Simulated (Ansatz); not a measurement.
# Al4Si: the cost of one run

Computed with Ansatz 0.2.0 (DFT r2SCAN, scalar-relativistic, plane waves, PAW, unless a step's input says otherwise).

**1. Starting point**

Symmetry: R-3m, No. 166, trigonal system. Conventional cell: a = 2.845 Å, b = 2.845 Å, c = 34.086 Å, α = 90.00°, β = 90.00°, γ = 120.00°. Around Al (site symmetry 3m) lie 3 Si at 2.73 Å and 9 Al at 2.84 to 2.85 Å. Al (site symmetry 3m) is surrounded by 12 Al at 2.84 to 2.88 Å. Around Si (site symmetry -3m) lie 6 Al at 2.73 Å.

Structure file:

```cif
data_structure
_symmetry_space_group_name_H-M 'P 1'
_symmetry_Int_Tables_number 1
_cell_length_a 11.4802
_cell_length_b 11.4802
_cell_length_c 11.4802
_cell_angle_alpha 14.237
_cell_angle_beta 14.237
_cell_angle_gamma 14.237
_cell_volume 79.66
loop_
_atom_site_label
_atom_site_type_symbol
_atom_site_fract_x
_atom_site_fract_y
_atom_site_fract_z
_atom_site_occupancy
Al1 Al 0.39728 0.39728 0.39728 1
Al2 Al 0.79863 0.79863 0.79863 1
Al3 Al 0.20137 0.20137 0.20137 1
Al4 Al 0.60272 0.60272 0.60272 1
Si1 Si 0.00000 0.00000 0.00000 1
```

Source of the structure: the Materials Project (structure only).

(A quick probe on a coarse mesh, which set the mesh and smearing, is not shown.)

**3. Relaxing cell and atoms**

input.yaml

```yaml
crystal:
  lattice:
    - [1.422635039, 0.8213587228, 11.3620437036]
    - [-1.422635039, 0.8213587228, 11.3620437036]
    - [0.0, -1.6427174455, 11.3620437036]
  atoms:
    - { symbol: Al, position: [0.397277, 0.397277, 0.397277] }
    - { symbol: Al, position: [0.79863, 0.79863, 0.79863] }
    - { symbol: Al, position: [0.20137, 0.20137, 0.20137] }
    - { symbol: Al, position: [0.602723, 0.602723, 0.602723] }
    - { symbol: Si, position: [0.0, 0.0, 0.0] }
basis:
  ecutwfc: 500
kpoints:
  mp_grid: { grid: [15, 15, 15] }
hamiltonian:
  xc: r2scan
scf:
  occupations: { method: gaussian, width: 0.1 }
output:
  forces: true
  stress: true
  eigenvalues: true
relax:
  adjacent_minimum: "off"
  f_tol: 0.005
  max_steps: 80
  cell: { stress_tol: 0.05 }
```

What time and memory should one allow on 1 thread of an x86-64 CPU, shared host?

About 5.3 min, with a peak of 1.1 GiB.
